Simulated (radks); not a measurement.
# Br³⁺ in [Ar] 3d10 4s1.5 4p2 5s0.5: an all-electron calculation

One table from this session's results is given with a row withheld; the runs are named, their logs left out.

The numbers are computed with radks (a radial shooting solver on a logarithmic mesh, Libxc functionals) version 1 (Dirac Kohn-Sham, BLYP, spin-unpolarised, spherical densities, finite nucleus; open shells fill j = l - 1/2 first), except any that are marked as measured or tabulated.

### The system

| Quantity | Value |
| --- | --- |
| element | bromine (Z = 35) |
| charge | +3 |
| electrons | 32 |
| configuration | [Ar] 3d10 4s1.5 4p2 5s0.5 |
| nuclear rms radius | 4.1629 fm |

The first run:

The run's settings:

```text
Z 35
configuration [Ar] 3d10 4s1.5 4p2 5s0.5 4d0 5p0
relativity Dirac
functional b88,lyp
spin unpolarised
j_filling energy
nucleus finite rms 4.1629 fm
c 137.035999084
```

On the command line:

```console
python run_ks.py task.json out
```

All runs below come from this command, one after another.

One table of the session follows, with a row left open; its other results are not shown here.

It belongs to the step «Radial structure». From the orbitals of this run (lengths in bohr):

```
level      <r>  outermost maximum (interpolated)  90 % within  nodes
1s1/2  0.04274                            0.0279       0.0764      0
2s1/2   0.1893                             0.159        0.293      1
2p1/2   0.1627                             0.125        0.266      0
2p3/2   0.1666                             0.128        0.272      0
3s1/2   0.5510                             0.484        0.821      2
3p1/2   0.5563                             0.475        0.850      1
3p3/2   0.5668                             0.484        0.866      1
3d3/2        ?                                 ?            ?      ?
3d5/2   0.5883                             0.431        0.968      0
4s1/2    1.529                              1.36         2.23      3
4p1/2    1.722                              1.50         2.54      2
4p3/2    1.748                              1.53         2.58      2
4d3/2    2.429                              2.07         3.66      1
4d5/2    2.438                              2.08         3.68      1
5s1/2    3.454                              3.26         4.90      4
5p1/2    3.930                              3.74         5.59      3
5p3/2    3.971                              3.78         5.64      3
```

**Question.** Estimate the row for 3d3/2.

**Answer.** <r>: 0.5843; outermost maximum (interpolated): 0.428; 90 % within: 0.962; nodes: 0. In the column «<r>» it lies between 3p3/2 (0.5668) and 3d5/2 (0.5883).
